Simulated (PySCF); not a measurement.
# C4H10FGaO: electronic excitations

Aim: predict the electronic excitations of C4H10FGaO (`CC[C@H](C)[O][GaH][F]`).

Computed with PySCF 2.14.0, with density-fitted response routines of our own, on a single molecule in the gas phase. Atoms count from 0, in the outputs and in this text.

## (1) The molecule as given

17 atoms, charge 0, multiplicity 1; geometry from: GFN2-xTB.

Bonds of the start (Å): C0–C1 1.52, C1–C2 1.53, C2–C3 1.53, C2–O4 1.41, O4–Ga5 1.73, Ga5–F6 1.73, C0–H7 1.09, C0–H8 1.10, C0–H9 1.09, C1–H10 1.09, C1–H11 1.10, C2–H12 1.10, C3–H13 1.09, C3–H14 1.09, C3–H15 1.09, Ga5–H16 1.52.

## (2) Ultraviolet spectrum: CAM-B3LYP/def2-SVPD

What the job is given:

```
{"job": {"kind": "uv", "xc": "CAM-B3LYP", "basis": "def2-SVPD", "nstates": 8, "ntriplets": 3}, "charge": 0, "multiplicity": 1}
C     -1.046752    -1.668223     0.394952
C     -0.942013    -0.352914    -0.362717
C     -0.222349     0.735914     0.443619
C     -0.281451     2.073353    -0.289726
O      1.125347     0.403446     0.697879
Ga     2.305665    -0.641276    -0.026533
F      3.878298    -0.330277     0.635124
H     -1.648408    -1.544124     1.292616
H     -0.053263    -2.019621     0.697230
H     -1.503131    -2.433199    -0.228732
H     -1.940500     0.004005    -0.619714
H     -0.376794    -0.501328    -1.292159
H     -0.707135     0.836335     1.425053
H     -1.311707     2.397163    -0.411700
H      0.183453     1.970838    -1.270671
H      0.265570     2.825283     0.272959
H      2.268174    -1.743344    -1.068465
```

Method: TDDFT CAM-B3LYP/def2-SVPD, vertical, gas phase, core orbitals frozen in the response.

On the command line:

```sh
$ OMP_NUM_THREADS=1 python probes_run.py task.json out
```

This one command runs all jobs of the session in turn.

The log of the run:

```text
coarse grid: 63336 points
cycle   1  E = -2257.7393680719  dE =  1.653e-01  |g| = 1.041e+00  |ddm| = 6.225e+00
cycle   2  E = -2257.4935590905  dE =  2.458e-01  |g| = 1.624e+00  |ddm| = 4.040e+00
cycle   3  E = -2257.9313704773  dE = -4.378e-01  |g| = 1.133e-01  |ddm| = 2.490e+00
cycle   4  E = -2257.9333397007  dE = -1.969e-03  |g| = 6.132e-02  |ddm| = 2.398e-01
cycle   5  E = -2257.9339650557  dE = -6.254e-04  |g| = 1.595e-02  |ddm| = 7.500e-02
cycle   6  E = -2257.9340073689  dE = -4.231e-05  |g| = 4.357e-03  |ddm| = 1.976e-02
cycle   7  E = -2257.9340107945  dE = -3.426e-06  |g| = 1.015e-03  |ddm| = 7.617e-03
final grid: 134656 points
cycle   8  E = -2257.9339305809  dE = -9.107e-08  |g| = 1.137e-03  |ddm| = 7.675e-03
cycle   9  E = -2257.9339305132  dE =  6.767e-08  |g| = 1.359e-03  |ddm| = 3.599e-03
cycle  10  E = -2257.9339307469  dE = -2.337e-07  |g| = 1.293e-04  |ddm| = 1.870e-03
cycle  11  E = -2257.9339307499  dE = -2.990e-09  |g| = 1.855e-05  |ddm| = 1.502e-04
cycle  12  E = -2257.9339307500  dE = -9.186e-11  |g| = 1.020e-05  |ddm| = 5.516e-05
converged SCF energy = -2257.9339307500

Static polarisability (au): isotropic 77.492, principal 67.734 78.508 86.235

Singlet excitations
state   eV       nm        f      main configurations
  1   6.1936    200.2   0.00230   H->L 0.82, H-1->L 0.12
  2   6.5818    188.4   0.03353   H-1->L 0.74, H->L 0.10
  3   6.9140    179.3   0.01929   H-1->L+1 0.62, H->L+1 0.23
  4   7.1404    173.6   0.09121   H->L+1 0.57, H-1->L+1 0.23, H-1->L 0.08
  5   7.9849    155.3   0.03135   H-3->L 0.37, H-4->L 0.26, H-2->L 0.21
  6   8.1130    152.8   0.00274   H->L+2 0.56, H->L+3 0.33
  7   8.2029    151.1   0.01714   H-1->L+2 0.53, H-1->L+3 0.32
  8   8.4815    146.2   0.00121   H-1->L+3 0.32, H-1->L+2 0.15, H->L+3 0.11

Triplet excitations (Tamm-Dancoff, eV): 5.9073 5.9712 6.4068
```

Run time: 66 s. Hardware: 1 thread of Intel Xeon Platinum 8375C at 2.90GHz, shared host; peak memory 1.2 GiB.

Frontier orbitals and where they lie:

```
orbital      eV                        atoms
 HOMO−3  -11.49    C1 20 %, C0 14 %, F6 13 %
 HOMO−2  -11.38    C1 15 %, C0 14 %, C3 12 %
 HOMO−1   -9.69     O4 51 %, C2 15 %, C3 9 %
   HOMO   -9.66    O4 46 %, C2 13 %, C1 13 %
   LUMO   -0.06  Ga5 52 %, O4 13 %, H16 13 %
 LUMO+1    0.54  Ga5 57 %, H16 12 %, O4 11 %
 LUMO+2    1.12   Ga5 44 %, H16 15 %, C0 7 %
```

With each of the 8 states as a Gaussian band of 0.4 eV half-width at 1/e, the curve within the window shown has maxima at 175 nm (ε 4,600), 154 nm (ε 2,000) L/(mol cm). Beyond the last state computed it falls off for lack of states. The curve at chosen wavelengths:

```
 nm  ε (L/mol/cm)
141           144
144           451
147          1002
151          1782
154          1979
157          1770
160          1504
163          1633
167          2665
170          3696
173          4411
176          4543
179          4172
183          3342
186          2720
189          2168
192          1676
195          1240
199           763
202           498
205           310
208           185
211           107
215            50
218            27
221            14
```

Ground-state properties from the same run:

```
           property  computed
  dipole moment (D)      3.79
polarisability (Å³)     11.48
 HOMO–LUMO gap (eV)      9.60
      −ε(HOMO) (eV)      9.66
```

## (3) Summary of results

```
                                quantity                        value
    lowest singlet (CAM-B3LYP/def2-SVPD)  6.19 eV (200 nm), f = 0.002
brightest single state of those computed  state 4, 7.14 eV, f = 0.091
                          lowest triplet                      5.91 eV
```

The lowest singlet, at 6.19 eV, is HOMO→LUMO 0.82, HOMO−1→LUMO 0.12 and is weak; of the 8 states computed, the strongest absorption comes from state 4 at 7.14 eV. The lowest triplet lies 0.29 eV below the lowest singlet (triplets in Tamm-Dancoff, singlets in full TDDFT).
